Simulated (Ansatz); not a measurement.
**Alloy of CdSe and ZnSe (3 of 8 Cd sites exchanged), 16 atoms with displaced atoms**

Aim: a base single point, then the same cell under other settings, to see what each one moves.

Program: Ansatz 0.2.0, PAW, plane waves. These are calculated values, not measurements.

## Step 1: Starting point

16 atoms (3 Zn, 8 Se, 5 Cd); a = 11.821 Å, b = 5.910 Å, c = 5.910 Å, α = 90.00°, β = 90.00°, γ = 90.00°. All atoms were shaken off their sites by about 0.10 Å along each axis.

## Step 2: PBEsol on the given atoms

File in.yaml:

```yaml
crystal:
  lattice:
    - [11.820563, 0.000000, 0.000000]
    - [0.000000, 5.910282, 0.000000]
    - [0.000000, 0.000000, 5.910282]
  atoms:
    - { symbol: Zn, position: [0.997991, 0.009097, 0.991193] }
    - { symbol: Zn, position: [0.502564, 0.979036, 0.011003] }
    - { symbol: Zn, position: [0.263017, 0.507472, 0.007038] }
    - { symbol: Se, position: [0.121914, 0.253423, 0.227374] }
    - { symbol: Se, position: [0.632135, 0.268806, 0.245130] }
    - { symbol: Se, position: [0.376551, 0.735969, 0.267417] }
    - { symbol: Se, position: [0.875848, 0.745808, 0.277382] }
    - { symbol: Se, position: [0.373104, 0.234600, 0.722502] }
    - { symbol: Se, position: [0.860378, 0.252278, 0.734391] }
    - { symbol: Se, position: [0.129601, 0.739833, 0.708306] }
    - { symbol: Se, position: [0.617860, 0.747238, 0.775472] }
    - { symbol: Cd, position: [0.754463, 0.507903, 0.009471] }
    - { symbol: Cd, position: [0.242745, 0.029737, 0.485942] }
    - { symbol: Cd, position: [0.747014, 0.989957, 0.481053] }
    - { symbol: Cd, position: [0.994936, 0.498805, 0.521585] }
    - { symbol: Cd, position: [0.503258, 0.507492, 0.497744] }
  symmetry: { detect: false }
kpoints:
  mp_grid: { grid: [1, 1, 1], shift: [0.25, 0.25, 0.25] }
hamiltonian:
  xc: pbesol
scf:
  occupations: { method: fermi_dirac, width: 0.01 }
output:
  forces: true
  eigenvalues: true
  stress: true
  populations: true
```

The run is started by

```console
ansatz run in.yaml --threads 2 --pin off --max-ram 20900MiB --runs-dir r --events-out ev --progress --plain
```

## Step 3: Variant: density cutoff ratio 3

Edit in.yaml of step 2 so:

```diff
@@ -25,2 +25,3 @@
   mp_grid: { grid: [1, 1, 1], shift: [0.25, 0.25, 0.25] }
+basis: { ecutrho_ratio: 3 }
 hamiltonian:
@@ -29,2 +30,3 @@
   occupations: { method: fermi_dirac, width: 0.01 }
+  max_iter: 60
 output:
@@ -33,2 +35 @@
   stress: true
-  populations: true
```

## Step 4: Variant: mixing beta 0.01, smearing width 2.0 eV

Edit in.yaml of step 3 so:

```diff
@@ -25,3 +25,2 @@
   mp_grid: { grid: [1, 1, 1], shift: [0.25, 0.25, 0.25] }
-basis: { ecutrho_ratio: 3 }
 hamiltonian:
@@ -29,4 +28,5 @@
 scf:
-  occupations: { method: fermi_dirac, width: 0.01 }
-  max_iter: 60
+  occupations: { method: fermi_dirac, width: 2 }
+  max_iter: 100
+  mixing: { beta: 0.01 }
 output:
```

## Step 5: Changed settings: k points 3×3×3

Edit in.yaml of step 4 so:

```diff
@@ -22,5 +22,4 @@
     - { symbol: Cd, position: [0.503258, 0.507492, 0.497744] }
-  symmetry: { detect: false }
 kpoints:
-  mp_grid: { grid: [1, 1, 1], shift: [0.25, 0.25, 0.25] }
+  mp_grid: { grid: [3, 3, 3] }
 hamiltonian:
@@ -28,5 +27,4 @@
 scf:
-  occupations: { method: fermi_dirac, width: 2 }
-  max_iter: 100
-  mixing: { beta: 0.01 }
+  occupations: { method: fermi_dirac, width: 0.01 }
+  max_iter: 50
 output:
```

## Step 6: Changed settings: accuracy high

Edit in.yaml of step 5 so:

```diff
@@ -1 +1,2 @@
+accuracy: high
 crystal:
@@ -22,4 +23,5 @@
     - { symbol: Cd, position: [0.503258, 0.507492, 0.497744] }
+  symmetry: { detect: false }
 kpoints:
-  mp_grid: { grid: [3, 3, 3] }
+  mp_grid: { grid: [1, 1, 1], shift: [0.25, 0.25, 0.25] }
 hamiltonian:
@@ -28,3 +30,3 @@
   occupations: { method: fermi_dirac, width: 0.01 }
-  max_iter: 50
+  max_iter: 90
 output:
```

## Step 7: Run again with 1 extra band, charge changed by -1, mixing beta 0.03

Edit in.yaml of step 6 so:

```diff
@@ -1,2 +1 @@
-accuracy: high
 crystal:
@@ -28,5 +27,8 @@
   xc: pbesol
+total_charge: -1
 scf:
   occupations: { method: fermi_dirac, width: 0.01 }
-  max_iter: 90
+  max_iter: 100
+  n_extra_bands: 1
+  mixing: { beta: 0.03 }
 output:
```

Q: Predict the outcome of this session. Wanted: for each run, settings; status; energy from base; forces from base.

The runs gave:

| settings | status | cycles | time | energy from base (meV/atom) | forces from base (eV/Å rms) | filled to empty level on the mesh (eV) |
| --- | --- | --- | --- | --- | --- | --- |
| base | converged | 10 | 5.4 s (2 CPU threads) | 0 | 0 | 2.38 |
| density cutoff ratio 3 | converged, settings too loose | 10 | 4 s (2 CPU threads) | -0.1 | 0.000 | 2.38 |
| mixing beta 0.01, smearing width 2.0 eV | converged, settings too loose | 11 | 11 s (2 CPU threads) | +692.6 | 0.318 | - |
| k points 3×3×3 | converged | 9 | 10 s (GPU) | -5.1 | 0.172 | 0.56 |
| accuracy high | converged | 13 | 9 s (2 CPU threads) | 0.0 | 0.000 | 2.38 |
| 1 extra band, charge changed by -1, mixing beta 0.03 | converged | 35 | 14 s (2 CPU threads) | - | 0.130 | - |

**What this shows.** Among these variants the forces move most with mixing beta 0.01, smearing width 2.0 eV (0.318 eV/Å rms). The base mesh is coarse for so small a cell, so pressure, spacing and their changes aren't converged values of the solid.
